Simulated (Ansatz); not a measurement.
# NbAl2C2: from a guess to a relaxed structure

The task: take a trial cell of NbAl2C2 to zero force and stress.

Method: DFT PBE, scalar-relativistic, plane waves, PAW, in Ansatz 0.2.0.

## (1) The starting structure

It takes space group Cmmm (No. 65, orthorhombic). Conventional cell: a = 5.681 Å, b = 6.049 Å, c = 4.517 Å, α = 90.00°, β = 90.00°, γ = 90.00°. Al (site symmetry m2m) is surrounded by 1 Nb at 1.72 Å. Nb (site symmetry mmm) is surrounded by 2 C at 1.71 Å and 2 Al at 1.72 Å. C (site symmetry mm2) has 1 C at 1.10 Å as nearest neighbours.

Structure file:

```cif
data_structure
_symmetry_space_group_name_H-M 'P 1'
_symmetry_Int_Tables_number 1
_cell_length_a 4.1494
_cell_length_b 4.1494
_cell_length_c 4.5168
_cell_angle_alpha 90.000
_cell_angle_beta 90.000
_cell_angle_gamma 93.597
_cell_volume 77.62
loop_
_atom_site_label
_atom_site_type_symbol
_atom_site_fract_x
_atom_site_fract_y
_atom_site_fract_z
_atom_site_occupancy
Al1 Al 0.71507 0.28493 0.50000 1
Al2 Al 0.28493 0.71507 0.50000 1
Nb1 Nb 0.00000 0.00000 0.50000 1
C1 C 0.00000 0.00000 0.12166 1
C2 C 0.00000 0.00000 0.87834 1
```

A structure generator made this guess: random cell by space group and Wyckoff sites (Cmmm, No. 65). Lengths come from tabulated atomic sizes and are only a guess.

## (2) A first look at the guess

input.yaml

```yaml
crystal:
  lattice:
    - [2.84055869, -3.02472642, 0.0]
    - [2.84055869, 3.02472642, 0.0]
    - [0.0, 0.0, 4.51679416]
  atoms:
    - { symbol: Al, position: [0.71506929, 0.28493071, 0.5] }
    - { symbol: Al, position: [0.28493071, 0.71506929, 0.5] }
    - { symbol: Nb, position: [0.0, 0.0, 0.5] }
    - { symbol: C, position: [0.0, 0.0, 0.12165773] }
    - { symbol: C, position: [0.0, 0.0, 0.87834227] }
basis:
  ecutwfc: 420
kpoints:
  mp_grid: { grid: [4, 4, 4] }
hamiltonian:
  xc: pbe
scf:
  occupations: { method: gaussian, width: 0.1 }
  lower_state_search: "off"
output:
  forces: true
  stress: true
  eigenvalues: true
```

The run is started by

```bash
$ ansatz run input.yaml --threads 1 --pin off --max-ram 2560MiB --backend cpu --events-out ev --progress --plain --runs-dir out
```

The log of the run (excerpt; [...] marks lines left out):

```text
[...]
SCF converged after 7 iterations
Free energy (F): -6103.891237 eV
[...]
E sigma→0 (E₀):  -6103.884312 eV
Entropy (-TS):   -0.013851 eV (-2.770 meV/atom)
Fermi energy:    7.763197 eV
[...]
--- Forces (eV/Å), atoms counted from 1 ---
  atom   1  Al     0.00000000    25.30068453     0.00000000
  atom   2  Al    -0.00000000   -25.30068453    -0.00000000
  atom   3  Nb    -0.00000000     0.00000000     0.00000000
  atom   4  C     -0.00000000    -0.00000000    10.95257891
  atom   5  C      0.00000000     0.00000000   -10.95257891
[...]
--- Stress (GPa, compression-positive) ---
       -9.844710      -0.000000      -0.000000
       -0.000000     190.717810      -0.000000
       -0.000000      -0.000000     159.987256
  P = ⅓ Tr σ = 113.6201 GPa (1136.201 kbar)
--- Band table (eV; the first three rows and the last of 21) ---
  k-point 0: bands = ["-45.7633", "-23.4308", "-23.1113", "-21.5939", "-7.4899", "0.6615", "1.3438", "3.4042", "3.8757", "3.8886", "4.3054", "4.9515", "6.6209", "7.2111", "10.4211", "10.5371", "11.1624", "11.4908", "12.8121"]
[...]
```

Wall time 0.79 s (1 thread of AMD EPYC 9R45 (Zen 5), shared host); peak memory 0.4 GiB.

Read-out: pressure 113.6 GPa, largest force 25.30 eV/Å, gap on this mesh none (metal). A guess like this is first relaxed loosely on the coarse mesh.

## (3) Coarse relaxation

Changes to input.yaml since step 2:

```diff
@@ -24 +24,6 @@
   eigenvalues: true
+relax:
+  adjacent_minimum: "off"
+  f_tol: 0.04
+  max_steps: 70
+  cell: { stress_tol: 0.4 }
```

The run is started by

```bash
$ ansatz run input.yaml --threads 1 --pin off --max-ram 2560MiB --backend cpu --events-out ev --progress --plain --runs-dir out
```

The log of the run:

```text
Warning: RAYON_NUM_THREADS=1 ignored (pool sized by the plan → 1); use --threads N
Engine: ansatz 0.2.0, x86_64-unknown-linux-gnu
Pseudopotentials: kind: paw
Pseudopotential: Al, paw, valence charge 3, recommended cutoff 420 eV (normal), Al.paw.azcp
Pseudopotential: Nb, paw, valence charge 13, recommended cutoff 420 eV (normal), Nb.paw.azcp
Pseudopotential: C, paw, valence charge 4, recommended cutoff 420 eV (normal), C.paw.azcp
Functional definition: PBE
  parameter kappa = 0.804
  parameter beta = 0.06672455060314922
  exchange = pbe_x(kappa = kappa, mu = beta*pi^2/3)
  correlation = pbe_c(beta = beta)
Crystal: 5 atoms, lattice volume = 77.616 Å³
Basis set: ecut = 420 eV, 1521 PW (Γ), exchange–correlation on 60×60×64 points (8 copies of the dense FFT grid, shifted against one another)
Bands: 19, of which v1, the nominal top of the filled ones, is band 14 counted from 1 (13 counted from 0)
Symmetry: 8 space group operations
Space group: Cmmm (ITA 65), of the structure as read, at distance tolerance 4.3e-5 Å
k-points: 21 of 64
Non-local potential: Al, projectors of the file, l = 0: 2, l = 1: 2, l = 2: 1
Non-local potential: Nb, projectors of the file, l = 0: 3, l = 1: 2, l = 2: 2, l = 3: 1
Non-local potential: C, projectors of the file, l = 0: 2, l = 1: 2, l = 2: 1
PAW form: soft (Blöchl's): semilocal exchange-correlation on the pseudo side does not see the compensation charge
PAW one-centre angular grid: Al, 110 points (default); XC on 64 Gauss nodes
PAW one-centre angular grid: Nb, 590 points (default); XC on 64 Gauss nodes
PAW one-centre angular grid: C, 110 points (default); XC on 64 Gauss nodes
Initial density: superposition of atomic densities (neutral atoms: chi_scale 0, normalization atom), corrected by the library's trained network
Initial wavefunctions: pseudopotential atomic-orbital guess
Functional: x = pbe(κ = 0.804, μ = 0.2195149727645171), c = pbe(β = 0.06672455060314922)
SCF iter   1: F=—  HF=-6103.913127 eV  |F-HF|=—  |Δ(HF+E_count)|=         —  Δρ=1.49e-2  dr2=1.64e-1  ethr=1.77e-3  ⟨swp⟩=6.2  Hψ=2295  notcnv=0
preconditioner: auto → LDOS  [metal: Δε(μ)=0.043 eV  Ē_g=8.097 eV  σ=0.100 eV  W_gap=0.24  n_scr=18 (ndim 8)  ℏωp=18.4 eV  f_vac=0.064  D(μ)=2.69/eV (n_scr^D=22)  β→1.0]
SCF iter   2: F=—  HF=-6103.890030 eV  |F-HF|=—  |Δ(HF+E_count)|=   2.31e-2  Δρ=4.87e-3  dr2=1.74e-2  ethr=6.07e-4  ⟨swp⟩=3.0  Hψ=944  notcnv=0  defer=20
SCF iter   3: F=—  HF=-6103.891523 eV  |F-HF|=—  |Δ(HF+E_count)|=   1.49e-3  Δρ=2.29e-3  dr2=3.55e-3  ethr=6.44e-5  ⟨swp⟩=2.4  Hψ=587  notcnv=0  defer=20
SCF iter   4: F=—  HF=-6103.891198 eV  |F-HF|=—  |Δ(HF+E_count)|=   3.25e-4  Δρ=6.74e-4  dr2=4.02e-4  ethr=1.32e-5  ⟨swp⟩=2.0  Hψ=543  notcnv=0  defer=20
SCF iter   5: F=—  HF=-6103.891178 eV  |F-HF|=—  |Δ(HF+E_count)|=   1.98e-5  Δρ=1.35e-4  dr2=8.72e-6  ethr=1.49e-6  ⟨swp⟩=2.4  Hψ=605  notcnv=0  defer=20
SCF iter   6: F=—  HF=-6103.891237 eV  |F-HF|=—  |Δ(HF+E_count)|=   5.92e-5  Δρ=3.35e-5  dr2=1.28e-6  ethr=3.23e-8  ⟨swp⟩=2.0  Hψ=586  notcnv=0  defer=20
SCF iter   7: F=-6103.891237 eV  HF=-6103.891237 eV  |F-HF|=9.62e-9  |Δ(HF+E_count)|=   5.01e-8  Δρ=8.64e-6  dr2=4.70e-8  ethr=3.70e-10  ⟨swp⟩=7.8  Hψ=2143  notcnv=0
SCF 1 converged in 7 iterations: F = -6103.891237 eV  dr2 = 4.70e-8
relax step   1: F+E_penalty+E_count = -6103.89123724 eV  Δ(F+E_penalty+E_count) = +0.000e0 eV  max|allowed force component| = 2.530e1 eV/Å  Δτ_max = 0.0000 Å  P = +113.620 GPa  Ω = 77.616 Å³  (7 SCF iters, dr2 threshold 1.00e-7 eV, accepted)
Crystal: 5 atoms, lattice volume = 84.527 Å³
Basis set: ecut = 420 eV, 1641 PW (Γ), exchange–correlation on 60×60×64 points (8 copies of the dense FFT grid, shifted against one another)
Initial density: handed on by an earlier stage of this run
Initial wavefunctions: those handed on with the density
SCF iter   1: F=—  HF=-6116.872526 eV  |F-HF|=—  |Δ(HF+E_count)|=         —  Δρ=5.51e-2  dr2=4.75e0  ethr=3.10e-3  ⟨swp⟩=7.7  Hψ=2230  notcnv=0
preconditioner: auto → LDOS  [insulator: Δε(μ)=0.175 eV  Ē_g=7.414 eV  σ=0.100 eV  W_gap=0.52  n_scr=18 (ndim 8)  ℏωp=17.6 eV  f_vac=0.086  D(μ)=0.88/eV (n_scr^D=2)  ε∞_Penn≈6.6  β→1.0]
SCF iter   2: F=—  HF=-6117.052228 eV  |F-HF|=—  |Δ(HF+E_count)|=   1.80e-1  Δρ=5.04e-2  dr2=5.40e0  ethr=3.10e-3  ⟨swp⟩=3.6  Hψ=1097  notcnv=0  defer=12
SCF iter   3: F=—  HF=-6115.794099 eV  |F-HF|=—  |Δ(HF+E_count)|=    1.26e0  Δρ=8.02e-3  dr2=7.08e-2  ethr=3.10e-3  ⟨swp⟩=3.2  Hψ=968  notcnv=0  defer=17
SCF iter   4: F=—  HF=-6115.787231 eV  |F-HF|=—  |Δ(HF+E_count)|=   6.87e-3  Δρ=3.55e-3  dr2=1.61e-2  ethr=2.62e-4  ⟨swp⟩=2.2  Hψ=698  notcnv=0  defer=16
SCF iter   5: F=—  HF=-6115.784956 eV  |F-HF|=—  |Δ(HF+E_count)|=   2.27e-3  Δρ=6.59e-4  dr2=5.68e-4  ethr=5.95e-5  ⟨swp⟩=2.3  Hψ=498  notcnv=0  defer=16
SCF iter   6: F=—  HF=-6115.784914 eV  |F-HF|=—  |Δ(HF+E_count)|=   4.23e-5  Δρ=1.44e-4  dr2=2.10e-5  ethr=2.10e-6  ⟨swp⟩=2.4  Hψ=629  notcnv=0  defer=16
SCF iter   7: F=—  HF=-6115.785022 eV  |F-HF|=—  |Δ(HF+E_count)|=   1.08e-4  Δρ=3.39e-5  dr2=1.38e-6  ethr=7.79e-8  ⟨swp⟩=2.6  Hψ=663  notcnv=0  defer=16
SCF iter   8: F=-6115.785022 eV  HF=-6115.785022 eV  |F-HF|=4.68e-9  |Δ(HF+E_count)|=   2.01e-7  Δρ=6.24e-6  dr2=2.39e-8  ethr=1.85e-9  ⟨swp⟩=9.4  Hψ=2090  notcnv=0
SCF 2 converged in 8 iterations: F = -6115.785022 eV  dr2 = 2.39e-8
relax step   2: F+E_penalty+E_count = -6115.78502221 eV  Δ(F+E_penalty+E_count) = -1.189e1 eV  max|allowed force component| = 8.693e0 eV/Å  Δτ_max = 0.1743 Å  P = +58.982 GPa  Ω = 84.527 Å³  energy of the carried Pulay correction = -7.619e-3 eV  (8 SCF iters, dr2 threshold 5.00e-7 eV, accepted)
Crystal: 5 atoms, lattice volume = 90.689 Å³
Basis set: ecut = 420 eV, 1735 PW (Γ), exchange–correlation on 60×60×64 points (8 copies of the dense FFT grid, shifted against one another)
iter 1 solved again at ethr=2.94e-3 eV; its pass at ethr=3.10e-3 eV (dr2=7.93e-1 eV) is discarded
SCF iter   1: F=—  HF=-6120.206488 eV  |F-HF|=—  |Δ(HF+E_count)|=         —  Δρ=2.01e-2  dr2=7.93e-1  ethr=2.94e-3  ⟨swp⟩=1.0  Hψ=2743  notcnv=0
preconditioner: auto → LDOS  [metal: Δε(μ)=0.162 eV  Ē_g=7.194 eV  σ=0.100 eV  W_gap=0.50  n_scr=16 (ndim 8)  ℏωp=17.0 eV  f_vac=0.097  D(μ)=0.84/eV (n_scr^D=2)  β→1.0]
SCF iter   2: F=—  HF=-6120.267208 eV  |F-HF|=—  |Δ(HF+E_count)|=   6.07e-2  Δρ=2.36e-2  dr2=1.09e0  ethr=2.94e-3  ⟨swp⟩=3.1  Hψ=835  notcnv=0
SCF iter   3: F=—  HF=-6120.023929 eV  |F-HF|=—  |Δ(HF+E_count)|=   2.43e-1  Δρ=2.71e-3  dr2=9.79e-3  ethr=2.94e-3  ⟨swp⟩=2.5  Hψ=794  notcnv=0  defer=12
SCF iter   4: F=—  HF=-6120.023016 eV  |F-HF|=—  |Δ(HF+E_count)|=   9.13e-4  Δρ=5.56e-4  dr2=2.99e-4  ethr=3.62e-5  ⟨swp⟩=2.4  Hψ=671  notcnv=0  defer=12
SCF iter   5: F=—  HF=-6120.023075 eV  |F-HF|=—  |Δ(HF+E_count)|=   5.89e-5  Δρ=1.52e-4  dr2=1.47e-5  ethr=1.11e-6  ⟨swp⟩=2.0  Hψ=588  notcnv=0  defer=12
SCF iter   6: F=—  HF=-6120.023081 eV  |F-HF|=—  |Δ(HF+E_count)|=   6.17e-6  Δρ=3.35e-5  dr2=5.11e-7  ethr=1.85e-9  ⟨swp⟩=7.9  Hψ=2332  notcnv=0
SCF iter   7: F=-6120.023081 eV  HF=-6120.023081 eV  |F-HF|=5.65e-9  |Δ(HF+E_count)|=   4.65e-7  Δρ=7.53e-6  dr2=3.39e-8  ethr=1.85e-9  ⟨swp⟩=5.8  Hψ=1641  notcnv=0
SCF 3 converged in 7 iterations: F = -6120.023081 eV  dr2 = 3.39e-8
relax step   3: F+E_penalty+E_count = -6120.02308117 eV  Δ(F+E_penalty+E_count) = -4.238e0 eV  max|allowed force component| = 4.207e0 eV/Å  Δτ_max = 0.0595 Å  P = +35.031 GPa  Ω = 90.689 Å³  energy of the carried Pulay correction = -1.389e-2 eV  (7 SCF iters, dr2 threshold 5.00e-7 eV, accepted)
[... from here on, the SCF cycles and remarks between the steps are left out ...]
relax step   4: F+E_penalty+E_count = -6122.43892511 eV  Δ(F+E_penalty+E_count) = -2.416e0 eV  max|allowed force component| = 1.654e0 eV/Å  Δτ_max = 0.0404 Å  P = +19.086 GPa  Ω = 96.461 Å³  energy of the carried Pulay correction = -1.936e-2 eV  (6 SCF iters, dr2 threshold 5.00e-7 eV, accepted)
relax step   5: F+E_penalty+E_count = -6123.68379523 eV  Δ(F+E_penalty+E_count) = -1.245e0 eV  max|allowed force component| = 7.025e-1 eV/Å  Δτ_max = 0.0164 Å  P = +9.309 GPa  Ω = 100.669 Å³  energy of the carried Pulay correction = -2.313e-2 eV  (7 SCF iters, dr2 threshold 5.00e-7 eV, accepted)
relax step   6: F+E_penalty+E_count = -6124.38766976 eV  Δ(F+E_penalty+E_count) = -7.039e-1 eV  max|allowed force component| = 3.551e-1 eV/Å  Δτ_max = 0.0086 Å  P = +3.600 GPa  Ω = 102.117 Å³  energy of the carried Pulay correction = -2.439e-2 eV  (6 SCF iters, dr2 threshold 5.00e-7 eV, accepted)
relax step   7: F+E_penalty+E_count = -6124.64188628 eV  Δ(F+E_penalty+E_count) = -2.542e-1 eV  max|allowed force component| = 5.611e-2 eV/Å  Δτ_max = 0.0060 Å  P = +1.029 GPa  Ω = 101.642 Å³  energy of the carried Pulay correction = -2.398e-2 eV  (6 SCF iters, dr2 threshold 5.00e-7 eV, accepted)
relax step   8: F+E_penalty+E_count = -6124.65792126 eV  Δ(F+E_penalty+E_count) = -1.603e-2 eV  max|allowed force component| = 8.708e-2 eV/Å  Δτ_max = 0.0022 Å  P = +0.517 GPa  Ω = 102.387 Å³  energy of the carried Pulay correction = -2.462e-2 eV  (5 SCF iters, dr2 threshold 5.00e-7 eV, accepted)
relax step   9: F+E_penalty+E_count = -6124.65790337 eV  Δ(F+E_penalty+E_count) = +1.788e-5 eV  max|allowed force component| = 3.977e-2 eV/Å  Δτ_max = 0.0012 Å  P = -0.359 GPa  Ω = 103.054 Å³  energy of the carried Pulay correction = -2.519e-2 eV  (5 SCF iters, dr2 threshold 5.00e-7 eV, accepted)
relax step  10: F+E_penalty+E_count = -6124.65869192 eV  Δ(F+E_penalty+E_count) = -7.886e-4 eV  max|allowed force component| = 1.448e-3 eV/Å  Δτ_max = 0.0011 Å  P = -0.004 GPa  Ω = 102.752 Å³  energy of the carried Pulay correction = -2.494e-2 eV  (4 SCF iters, dr2 threshold 5.00e-7 eV, accepted)
relax step  11: F+E_penalty+E_count = -6125.04139061 eV  Δ(F+E_penalty+E_count) = -3.827e-1 eV  max|allowed force component| = 3.165e-1 eV/Å  Δτ_max = 0.0000 Å  P = +2.827 GPa  Ω = 102.752 Å³  stress off target by 5.08e0 GPa  SCF on the basis re-selected at this cell (its energy is not comparable with the rows above)  (6 SCF iters)
relax step  12: F+E_penalty+E_count = -6125.10599584 eV  Δ(F+E_penalty+E_count) = -6.461e-2 eV  max|allowed force component| = 1.003e-1 eV/Å  Δτ_max = 0.0042 Å  P = +0.563 GPa  Ω = 105.421 Å³  energy of the carried Pulay correction = -2.072e-3 eV  (5 SCF iters, dr2 threshold 5.00e-7 eV, accepted)
relax step  13: F+E_penalty+E_count = -6125.11067494 eV  Δ(F+E_penalty+E_count) = -4.679e-3 eV  max|allowed force component| = 9.453e-3 eV/Å  Δτ_max = 0.0014 Å  P = -0.068 GPa  Ω = 106.359 Å³  energy of the carried Pulay correction = -2.888e-3 eV  (5 SCF iters, dr2 threshold 5.00e-7 eV, accepted)
iter 1 solved again at ethr=1.94e-7 eV; its pass at ethr=3.10e-3 eV (dr2=5.22e-5 eV) is discarded
SCF iter   1: F=—  HF=-6125.114845 eV  |F-HF|=—  |Δ(HF+E_count)|=         —  Δρ=1.48e-4  dr2=4.46e-6  ethr=1.94e-7  ⟨swp⟩=4.0  Hψ=3378  notcnv=0
preconditioner: auto → LDOS  [insulator: Δε(μ)=0.114 eV  Ē_g=6.693 eV  σ=0.100 eV  W_gap=0.57  n_scr=20 (ndim 8)  ℏωp=15.7 eV  f_vac=0.099  D(μ)=3.72/eV (n_scr^D=22)  ε∞_Penn≈6.5  β→1.0]
SCF iter   2: F=—  HF=-6125.114910 eV  |F-HF|=—  |Δ(HF+E_count)|=   6.54e-5  Δρ=1.61e-5  dr2=2.12e-7  ethr=1.65e-8  ⟨swp⟩=2.0  Hψ=592  notcnv=0
SCF iter   3: F=—  HF=-6125.114910 eV  |F-HF|=—  |Δ(HF+E_count)|=   2.91e-7  Δρ=2.27e-6  dr2=2.35e-9  ethr=1.19e-11  ⟨swp⟩=6.3  Hψ=2148  notcnv=0
SCF iter   4: F=-6125.114910 eV  HF=-6125.114910 eV  |F-HF|=6.82e-11  |Δ(HF+E_count)|=   3.98e-9  Δρ=4.73e-7  dr2=2.01e-10  ethr=8.69e-12  ⟨swp⟩=2.6  Hψ=1474  notcnv=0
SCF 14 converged in 4 iterations: F = -6125.114910 eV  dr2 = 2.01e-10
relax step  14: F+E_penalty+E_count = -6125.11490966 eV  Δ(F+E_penalty+E_count) = -4.235e-3 eV  max|allowed force component| = 7.170e-3 eV/Å  Δτ_max = 0.0000 Å  P = -0.056 GPa  Ω = 106.359 Å³  stress off target by 1.81e-1 GPa  SCF on the basis re-selected at this cell (its energy is not comparable with the rows above)  (4 SCF iters)
basis re-selected at this cell: Δ(F+E_penalty+E_count) = -4.235e-3 eV, ΔP = +0.012 GPa vs the last step (what re-selecting the basis moved, of the pressure what is left beyond the Pulay correction that the steps carried, after the strain that the cell walked since its last selection, with what the two solves' SCF thresholds leave and, on support functions, any second-order correction that the steps lacked; it is no measure of the basis error at this ecutwfc). This SCF's stress stands 1.81e-1 GPa from its target on what of the cell is left free (relax.cell.stress_tol is 4.00e-1 GPa) and its largest allowed force component is 7.17e-3 eV/Å (relax.f_tol is 4.00e-2 eV/Å): within both
SCF converged after 4 iterations
Free energy (F): -6125.114910 eV
Harris-Foulkes:  -6125.114910 eV  (|F-HF|=6.82e-11)
Internal energy: -6125.096308 eV  (E = F + TS)
E sigma→0 (E₀):  -6125.105609 eV
Entropy (-TS):   -0.018601 eV (-3.720 meV/atom)
Fermi energy:    4.765854 eV
--- Per-component energies (eV) ---
  E_band       = -243.481492
  E_kinetic    = 607.502741
  E_local      = -1969.667756  (includes V_loc(G=0)·N_el)
  E_nonlocal   = 197.051956
  E_hartree    = 715.464834
  E_xc         = -345.599654
  E_vxc        = -382.252113  (∫ρ·V_xc dr)
  E_paw        = -4205.625607  (= ΣΔE_a)
  E_vpaw       = -127.045613  (= ΣTr[D̂ρ^β])
  E_aug_tail   = 0.000019  (compensation charges beyond the density's cutoff)
  E_ewald      = -1124.222840
  E_smearing   = -0.018601  (= −TS)
  E_closure    = -0.000000  (closes the sum)
  Σ components = -6125.114910   (vs F -6125.114910, Δ=0.00e0)
--- Forces (eV/Å), atoms counted from 1 ---
  atom   1  Al     0.00000000    -0.00066378     0.00000000
  atom   2  Al    -0.00000000     0.00066378    -0.00000000
  atom   3  Nb     0.00000000     0.00000000     0.00000000
  atom   4  C     -0.00000000    -0.00000000     0.00717022
  atom   5  C      0.00000000     0.00000000    -0.00717022
  max |Σ_I F_I| component: 1.39e-17 eV/Å
--- Stress (GPa, compression-positive) ---
        0.003081      -0.000000      -0.000000
       -0.000000      -0.181470      -0.000000
       -0.000000      -0.000000       0.009331
  P = ⅓ Tr σ = -0.0564 GPa (-0.564 kbar)
--- Band table (eV; the first three rows and the last of 21) ---
  k-point 0: bands = ["-49.3567", "-25.5886", "-25.5228", "-25.5227", "-8.6292", "-2.7291", "-0.1547", "0.4183", "2.2707", "2.2774", "2.4961", "2.4990", "4.5800", "4.5808", "5.7115", "5.9108", "8.1496", "8.1798", "9.0668"]
  k-point 1: bands = ["-49.3567", "-25.5893", "-25.5228", "-25.5226", "-8.5494", "-2.9246", "-1.0187", "1.5550", "2.1712", "2.1733", "2.2815", "2.2883", "5.3920", "5.3957", "5.6186", "5.9602", "7.8997", "7.9229", "9.9903"]
  k-point 2: bands = ["-49.3567", "-25.5900", "-25.5227", "-25.5226", "-8.4642", "-3.1645", "-1.3175", "1.9413", "1.9431", "2.1082", "2.2925", "2.2992", "5.7311", "6.0119", "6.6881", "6.7073", "7.0674", "7.0676", "10.3062"]
  k-point 20: bands = ["-49.3564", "-25.5893", "-25.5331", "-25.5247", "-8.4289", "-2.0943", "-0.6273", "-0.1633", "1.0677", "1.7886", "2.7662", "3.6967", "3.8479", "4.6962", "6.0116", "6.9168", "7.0384", "8.5433", "8.9045"]
--- Relaxed structure (12 steps of the walk, 12 accepted, 2 SCFs on fresh bases) ---
  F+E_penalty+E_count = -6125.11490966 eV   max|allowed force component| = 7.170e-3 eV/Å   (the final SCF, on the basis selected at the relaxed cell)
  cell:  # Å, volume = 106.3587 Å³
    - [2.361457287274613, -4.102270338849493, -7.364498916093357e-18]
    - [2.361457287274613, 4.102270338849493, -7.3644989160934e-18]
    - [-1.1710346212046368e-17, -3.2476321999142094e-32, 5.489571818520068]
  atoms:
    - { symbol: Al, position: [0.6666647792966589, 0.33333522070334104, 0.49999999999999994] }
    - { symbol: Al, position: [0.33333522070334104, 0.6666647792966589, 0.49999999999999994] }
    - { symbol: Nb, position: [-9.462983879916425e-19, 9.462983879916423e-19, 0.49999999999999994] }
    - { symbol: C, position: [-7.894497042835715e-19, 1.1031470716997132e-18, 0.1181038389681572] }
    - { symbol: C, position: [-1.1031470716997114e-18, 7.894497042835727e-19, 0.8818961610318428] }
```

Run time: 12 s. Hardware: 1 thread of AMD EPYC 9R45 (Zen 5), shared host; peak memory 0.45 GiB.

Relaxation path:

| step | energy from step 1 (eV/cell) | largest force component (eV/Å) | pressure (GPa) | volume (Å³) |
| --- | --- | --- | --- | --- |
| 1 | 0.0000 | 25.3007 | 113.62 | 77.62 |
| 2 | -11.8938 | 8.6934 | 58.98 | 84.53 |
| 3 | -16.1318 | 4.2066 | 35.03 | 90.69 |
| 4 | -18.5477 | 1.6538 | 19.09 | 96.46 |
| 5 | -19.7926 | 0.7025 | 9.31 | 100.67 |
| 6 | -20.4964 | 0.3551 | 3.60 | 102.12 |
| 7 | -20.7506 | 0.0561 | 1.03 | 101.64 |
| 8 | -20.7667 | 0.0871 | 0.52 | 102.39 |
| 9 | -20.7667 | 0.0398 | -0.36 | 103.05 |
| 10 | -20.7675 | 0.0014 | 0.00 | 102.75 |
| 11 | -21.1502 | 0.3165 | 2.83 | 102.75 |
| 12 | -21.2148 | 0.1003 | 0.56 | 105.42 |
| 13 | -21.2194 | 0.0095 | -0.07 | 106.36 |
| 14 | -21.2237 | 0.0072 | -0.06 | 106.36 |

Step 1 is the start. Steps 11, 14 each repeat the geometry before them on a plane-wave basis chosen anew, so the energy can jump there without any move.

Lengths and angles in the start's conventional setting:

|  | before | after | change |
| --- | --- | --- | --- |
| a (Å) | 5.681 | 4.723 | -16.9 % |
| b (Å) | 6.049 | 8.205 | +35.6 % |
| c (Å) | 4.517 | 5.490 | +21.5 % |
| volume (Å³/atom) | 15.52 | 21.27 | +37.0 % |
| shortest distance (Å) | 1.099 | 1.297 | +18.0 % |
| space group (0.01 Å) | Cmmm | Cmmm | same |

The run keeps the 8 symmetry operations of the start, so it could not have lowered the symmetry.

[end of part 1 of 2]
